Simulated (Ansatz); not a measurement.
**CH5BrO2Si: up Jacob's ladder to CCSD(T)**

Aim: compute CH5BrO2Si with functionals from several rungs and with coupled cluster. The yardstick is the atomisation energy at the CCSD(T) limit.

The runs use Ansatz 0.2.0, Gaussian basis; functionals in def2-TZVPP, the program's frozen cores in correlated methods.

Plan: PBE-D4, r2SCAN-D4, PBE0-D4, B3LYP-D4, ωB97X-V, ωB97M-V, B2PLYP; CCSD(T)/def2-TZVPP; MP2/def2-QZVPP; extrapolation to the limit.

## Step 1: The geometry

All runs share one geometry, relaxed beforehand with PBE0-D4 in a triple-zeta def2 set.

SMILES `CO[SiH](O)Br`, 10 atoms, charge 0, spin multiplicity 1.

Atoms are counted from 1 here; the program's logs count them from 0.

Bond lengths: C1–O2 1.415 Å, C1–H6 1.095 Å, C1–H7 1.093 Å, C1–H8 1.090 Å, O2–Si3 1.617 Å, Si3–O4 1.631 Å, Si3–Br5 2.210 Å, Si3–H9 1.479 Å, O4–H10 0.958 Å. Angles: O2–C1–H6 111.3°, O2–C1–H7 111.0°, O2–C1–H8 107.8°, H6–C1–H7 109.0°, H6–C1–H8 108.6°, H7–C1–H8 109.0°, C1–O2–Si3 124.7°, O2–Si3–O4 108.1°, O2–Si3–Br5 107.1°, O2–Si3–H9 112.1°, O4–Si3–Br5 111.2°, O4–Si3–H9 111.0°, Br5–Si3–H9 107.3°, Si3–O4–H10 118.9°.

## Step 2: PBE-D4 (GGA)

Input file in.yaml:

```yaml
crystal:
  periodic: [false, false, false]
  atoms:
    - {symbol: C, position_ang: [0.498388, -1.565661, 0.198997]}
    - {symbol: O, position_ang: [-0.099453, -0.450017, 0.830579]}
    - {symbol: Si, position_ang: [-0.596365, 0.883993, 0.063387]}
    - {symbol: O, position_ang: [0.655248, 1.463806, -0.807700]}
    - {symbol: Br, position_ang: [-1.229342, 2.326943, 1.612319]}
    - {symbol: H, position_ang: [-0.170561, -2.005822, -0.548058]}
    - {symbol: H, position_ang: [1.437473, -1.285464, -0.285436]}
    - {symbol: H, position_ang: [0.703121, -2.312747, 0.966121]}
    - {symbol: H, position_ang: [-1.767833, 0.624978, -0.801249]}
    - {symbol: H, position_ang: [0.569314, 2.320002, -1.228970]}
basis:
  gaussian: {orbitals: def2-TZVPP}
hamiltonian: {xc: pbe, dispersion: d4}
output: {forces: true, orbitals: {seedname: orbitals}}
```

The run is started by

```console
ansatz run in.yaml --threads 2 --pin off --events-out ev --progress --plain --max-ram 32768MiB --backend cpu
```

Further steps of the session: r2SCAN-D4 (meta-GGA); PBE0-D4 (hybrid); B3LYP-D4 (hybrid); ωB97X-V (range-separated); ωB97M-V (range-separated); B2PLYP (double hybrid); CCSD(T) in def2-TZVPP; MP2 in def2-QZVPP.

Before running them: what should the planned runs give, taken together? Wanted: atomisation energy, CCSD(T)/CBS; farthest; mean size of error, hybrid; mean size of error, range-separated; gap, smallest and largest; T1 diagnostic; triples share of the correlation energy.

As calculated:

| quantity | value |
| --- | --- |
| atomisation energy, CCSD(T)/CBS | 3752.8 kJ/mol |
| functionals within 37.5 kJ/mol (1.0 %) | PBE-D4, r2SCAN-D4, ωB97X-V, ωB97M-V |
| farthest | B2PLYP (-69.4 kJ/mol) |
| mean size of error, hybrid | 45.9 kJ/mol |
| mean size of error, range-separated | 16.2 kJ/mol |
| gap, smallest and largest | 6.80 eV (PBE-D4), 13.41 eV (ωB97X-V) |
| T1 diagnostic | 0.0098 |
| triples share of the correlation energy | 3.4 % |

What this shows: PBE-D4 is off by +20.5 kJ/mol. Double hybrids carry the basis error of their MP2 part in triple zeta, and no dispersion term here, so their miss is partly the set-up's. Misses under about 37.5 kJ/mol are within the doubt on the reference itself, which lacks core-valence correlation, relativity and higher excitations, and its outer-core shells are covered unevenly. All levels share the lack of spin-orbit coupling, which lowers the free heavy atoms and so the true binding. Hartree-Fock recovers 72 % of the binding; the rest is correlation. Orbital gaps span 6.8 to 13.4 eV; exact exchange widens them. Correlated methods include outer-core shells of Br, which these sets cover unevenly.
